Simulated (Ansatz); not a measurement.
Here is an Ansatz 0.2.0 calculation.

Contents of input:

```
crystal:
  lattice:
    - [2.4227077728, 1.3987509848, 3.3172919545]
    - [-2.4227077728, 1.3987509848, 3.3172919545]
    - [0.0, -2.7975019696, 3.3172919545]
  atoms:
    - { symbol: Bi, position: [0.5, 0.5, 0.5] }
    - { symbol: Te, position: [0.0, 0.0, 0.0] }
hamiltonian:
  xc: hse06
  pseudopotentials: { kind: paw }
kpoints:
  mp_grid: { grid: [6, 6, 6] }
  band_path:
    path:
      - [[0.0, 0.0, 0.0], [0.5, 0.0, 0.0], [0.5, 0.2851949954, -0.2851949954]]
      - [[0.7148050046, 0.5, 0.2851949954], [0.5, 0.5, 0.5], [0.0, 0.0, 0.0], [0.3925974977, 0.0, -0.3925974977]]
      - [[0.6074025023, 0.3925974977, 0.0], [0.5, 0.5, 0.0], [0.6074025023, 0.6074025023, 0.2851949954], [0.5, 0.5, 0.5]]
      - [[0.5, 0.0, 0.0], [0.7148050046, 0.3925974977, 0.3925974977]]
    npoints: 4
scf:
  occupations: { method: fermi_dirac, width: 0.05 }
  n_extra_bands: 6
output:
  forces: true
  stress: true
  eigenvalues: true
  fatbands: false
```

Predict the band gap on the k mesh.

none (metal or under the smearing width).

What does it give for the pressure?

-1.8 GPa.

Levels at the corners of the path, in eV from the Fermi level:
| point | band 12 | band 13 | band 14 | band 15 | band 16 | band 17 | band 18 | band 19 |
| --- | --- | --- | --- | --- | --- | --- | --- | --- |
| Γ | -8.96 | -3.38 | -3.38 | -1.98 | 2.17 | 2.90 | 2.90 | 4.43 |
| L | -12.49 | -2.19 | -2.14 | -1.22 | -0.98 | -0.63 | 0.45 | 7.27 |
| B1 | -11.87 | -5.58 | -5.57 | -2.06 | -0.63 | 3.62 | 4.05 | 5.98 |
| B | -11.87 | -5.58 | -5.57 | -2.06 | -0.63 | 3.62 | 4.05 | 5.98 |
| Z | -12.00 | -2.74 | -2.74 | -2.56 | -1.70 | -1.39 | -1.39 | 8.58 |
| Γ | -8.96 | -3.38 | -3.38 | -1.98 | 2.17 | 2.90 | 2.90 | 4.43 |
| X | -11.66 | -6.12 | -4.23 | -3.47 | 2.32 | 2.75 | 3.54 | 4.78 |
| Q | -11.66 | -6.12 | -4.23 | -3.47 | 2.32 | 2.75 | 3.54 | 4.78 |
| F | -10.92 | -6.41 | -5.14 | -3.84 | 2.66 | 3.49 | 4.09 | 5.17 |
| P1 | -11.74 | -5.81 | -4.32 | -3.79 | 1.10 | 1.48 | 3.89 | 5.54 |
| Z | -12.00 | -2.74 | -2.74 | -2.56 | -1.70 | -1.39 | -1.39 | 8.58 |
| L | -12.49 | -2.19 | -2.14 | -1.22 | -0.98 | -0.63 | 0.45 | 7.27 |
| P | -11.74 | -5.81 | -4.32 | -3.79 | 1.10 | 1.48 | 3.89 | 5.54 |

Caveat: spin-orbit coupling is left out, which moves the levels of the heavy elements; the PAW data sets come from PBE, with cores solved anew for the run's functional, which leaves a small shift of forces and pressure; the thresholds are loose for stress.
